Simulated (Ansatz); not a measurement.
# CH6FGa (built from SMILES F.[CH3][GaH2]): a reaction path by the nudged elastic band

What path joins these two structures, and how high does it climb? Both ends were relaxed at PBE0-D4 in triple zeta.

Method: PBE0-D4/def2-SVP; program: Ansatz 0.2.0, Gaussian basis.

22 further runs of the same task are left out: 22 set aside as unsound or not needed.

### Step 1. Starting geometry

The first end: 9 atoms, charge 0, spin multiplicity 1.

Atoms are counted from 1 here; the program's logs count them from 0.

Bond lengths: Ga1–C2 1.983 Å, Ga1–H3 1.572 Å, Ga1–H4 1.572 Å, C2–H7 1.094 Å, C2–H8 1.094 Å, C2–H9 1.095 Å, H5–F6 0.927 Å. Angles: C2–Ga1–H3 119.3°, C2–Ga1–H4 119.3°, H3–Ga1–H4 120.5°, Ga1–C2–H7 112.7°, Ga1–C2–H8 112.7°, Ga1–C2–H9 109.0°, H7–C2–H8 109.4°, H7–C2–H9 106.4°, H8–C2–H9 106.4°.

Geometry (Å):

```mol
CH6FGa
  3D, bonds by distance, orders not assigned

  9  7  0  0  0  0  0  0  0  0999 V2000
   -0.8750   -0.5596   -0.3487 Ga  0  0
    0.9359   -0.4342    0.4505 C   0  0
   -1.0180   -0.8346   -1.8897 H   0  0
   -2.1277   -0.6485    0.5964 H   0  0
    0.0087    1.9796   -0.1454 H   0  0
   -0.8292    1.8164   -0.5057 F   0  0
    0.9440    0.1239    1.3910 H   0  0
    1.6698   -0.0007   -0.2349 H   0  0
    1.2914   -1.4422    0.6865 H   0  0
  1  2  8  0
  1  3  8  0
  1  4  8  0
  2  7  8  0
  2  8  8  0
  2  9  8  0
  5  6  8  0
M  END
```

The second end:

```
Ga   -1.4735   -0.1543   -0.6939
C     1.2037    0.0241    0.5599
H    -0.8041   -0.7676   -1.9572
H    -2.1924   -0.8082    0.5218
H     0.6416    0.9314    0.3226
F    -1.5730    1.6082   -0.7173
H     1.7980    0.2206    1.4518
H     1.8545   -0.2338   -0.2735
H     0.5452   -0.8203    0.7858
```

### Step 2. The band at PBE0-D4/def2-SVP

File neb/in.yaml:

```yaml
crystal:
  periodic: [false, false, false]
  atoms:
    - {symbol: Ga, position_ang: [-0.874974, -0.559639, -0.348682]}
    - {symbol: C, position_ang: [0.935909, -0.434154, 0.450502]}
    - {symbol: H, position_ang: [-1.018026, -0.834604, -1.889664]}
    - {symbol: H, position_ang: [-2.127682, -0.648550, 0.596413]}
    - {symbol: H, position_ang: [0.008691, 1.979563, -0.145435]}
    - {symbol: F, position_ang: [-0.829163, 1.816439, -0.505704]}
    - {symbol: H, position_ang: [0.943967, 0.123948, 1.390998]}
    - {symbol: H, position_ang: [1.669759, -0.000711, -0.234896]}
    - {symbol: H, position_ang: [1.291418, -1.442191, 0.686467]}
basis:
  gaussian: {orbitals: def2-SVP}
hamiltonian: {xc: pbe0, dispersion: d4}
neb:
  images: 5
  climbing: true
  max_iterations: 40
  initial_path: idpp
  final_atoms:
    - {symbol: Ga, position_ang: [-1.473530, -0.154329, -0.693949]}
    - {symbol: C, position_ang: [1.203712, 0.024145, 0.559896]}
    - {symbol: H, position_ang: [-0.804124, -0.767570, -1.957205]}
    - {symbol: H, position_ang: [-2.192354, -0.808210, 0.521801]}
    - {symbol: H, position_ang: [0.641615, 0.931381, 0.322631]}
    - {symbol: F, position_ang: [-1.573045, 1.608192, -0.717260]}
    - {symbol: H, position_ang: [1.797957, 0.220596, 1.451839]}
    - {symbol: H, position_ang: [1.854500, -0.233794, -0.273512]}
    - {symbol: H, position_ang: [0.545169, -0.820312, 0.785759]}
```

On the command line:

```sh
$ ansatz run in.yaml --threads 4 --pin off --events-out ev --progress --plain --max-ram 9574MiB
```

Standard output, shortened:

```text
Functional definition: PBE0
  name "PBE0"
  cite "Adamo & Barone, J. Chem. Phys. 110, 6158 (1999) doi:10.1063/1.478522"
  cite "Perdew, Burke & Ernzerhof, Phys. Rev. Lett. 77, 3865 (1996) doi:10.1103/PhysRevLett.77.3865"
  parent pbe
[...]
968 factors; integrals over basis functions are off by at most 3.3e-4 eV
[...]
mean field -56208.80094563 eV, -2065.6353350581 hartree, gradient 1.1e-5 eV, S^2 0.000000; 0 other end points of the search recorded, 0 dependent functions left out
[...]
reference -56208.80097384 eV, -2065.6353360950 hartree; 26, 26 occupied and 64, 64 virtual orbitals, 968 factors
[... from here to the last solve, the lines of the solves are left out (125 solves) ...]
WARN: NEB end point (image 0): max|allowed force component| = 2.924e-1 eV/Å (the criterion of neb.relax_end_points is 1.000e-2). That is over neb.f_tol: it is no minimum, so the barrier can be far off. Relax it first
WARN: NEB end point (image 6): max|allowed force component| = 2.414e-1 eV/Å (the criterion of neb.relax_end_points is 1.000e-2). That is over neb.f_tol: it is no minimum, so the barrier can be far off. Relax it first
NEB iter   1: max|band force component| = 4.017e0 eV/Å  barrier→ = 2.7374 eV  barrier← = 3.7685 eV  Δτ_max = 0.2000 Å  (175 SCF iters)
[...]
NEB iter   6: max|band force component| = 1.499e0 eV/Å  barrier→ = 0.3250 eV  barrier← = 1.3561 eV  Δτ_max = 0.1960 Å  (133 SCF iters)
[...]
NEB iter  11: max|band force component| = 1.561e-1 eV/Å  barrier→ = 0.3180 eV  barrier← = 1.3491 eV  CI = image 2  Δτ_max = 0.0501 Å  (130 SCF iters)
[...]
NEB iter  16: max|band force component| = 3.115e-2 eV/Å  barrier→ = 0.3141 eV  barrier← = 1.3452 eV  CI = image 2  Δτ_max = 0.0206 Å  (131 SCF iters)
[...]
NEB iter  19: max|band force component| = 8.377e-2 eV/Å  barrier→ = 0.3133 eV  barrier← = 1.3444 eV  CI = image 2  Δτ_max = 0.0400 Å  (25 SCF iters)
[...]
NEB iter  20: max|band force component| = 1.625e-2 eV/Å  barrier→ = 0.3131 eV  barrier← = 1.3443 eV  CI = image 2  CI's point: of a kind that is not told: the force calls were inconclusive, a negative curvature could not be distinguished from the path's own, the only one lies far off the [...]
Total energy: -56208.59599851 eV, -2065.6278033904 hartree
Atom 0 at    -0.979744    -0.438101    -0.513342 Å, force    -0.003454     0.003411    -0.003920 eV/Å
Atom 1 at     0.920675    -0.035470     0.399731 Å, force    -0.001639    -0.007459    -0.002991 eV/Å
Atom 2 at    -0.799831    -0.751335    -2.029588 Å, force     0.002326    -0.001145     0.000308 eV/Å
Atom 3 at    -2.014639    -0.997494     0.510330 Å, force     0.001753    -0.002693     0.001230 eV/Å
Atom 4 at    -0.018256     1.029633     0.118109 Å, force    -0.004478     0.003173     0.004503 eV/Å
Atom 5 at    -0.943330     1.569474    -0.262927 Å, force     0.002838     0.000661     0.000836 eV/Å
Atom 6 at     1.237765     0.705624     1.157089 Å, force     0.001536     0.002854    -0.002599 eV/Å
Atom 7 at     1.714060    -0.106455    -0.356470 Å, force     0.001325    -0.001175     0.000625 eV/Å
Atom 8 at     0.883200    -0.975775     0.977066 Å, force    -0.000208     0.002371     0.002006 eV/Å
Dipole moment:     0.291564    -0.208556     0.136703 e Å
```

Wall time 2.9 min (4 threads of Intel Xeon at 2.70GHz, shared host).

The last band:

```
image  path (Å)  energy (eV)  Ga1–F6 (Å)  C2–H5 (Å)  Ga1–C2 (Å)  H5–F6 (Å)
    0      0.00        0.000        2.38       2.65        1.98       0.93
    1      0.84        0.002        2.28       2.17        2.00       0.94
    2      1.68        0.313        2.02       1.45        2.15       1.14
    3      2.10       -0.291        1.87       1.17        2.33       1.53
    4      2.51       -0.857        1.79       1.11        2.60       1.87
    5      2.92       -1.021        1.77       1.10        2.82       2.19
    6      3.34       -1.031        1.77       1.09        2.96       2.54
```

The highest image, 2:

```
Ga   -0.97974   -0.43810   -0.51334
C     0.92068   -0.03547    0.39973
H    -0.79983   -0.75133   -2.02959
H    -2.01464   -0.99749    0.51033
H    -0.01826    1.02963    0.11811
F    -0.94333    1.56947   -0.26293
H     1.23777    0.70562    1.15709
H     1.71406   -0.10645   -0.35647
H     0.88320   -0.97577    0.97707
```

### Step 3. Outcome

```
                                                                       quantity                                           value
                                                PBE0-D4/def2-SVP, 20 iterations  highest 0.313 eV (image 2), last end -1.031 eV
from earlier runs: barrier over the separately found saddle, CCSD(T)/def2-TZVPP                                        0.524 eV
```

**Reading.** The highest image lies 0.313 eV above the first end, and it climbed, so it estimates the saddle. The ends are not quite minima at this level (largest force component 0.29 eV/Å), so the heights are unreliable: relaxing the first end would lower it and raise the barrier above it. The highest image is 0.211 eV below the CCSD(T) barrier in triple zeta, which comes from separate runs on the saddle.
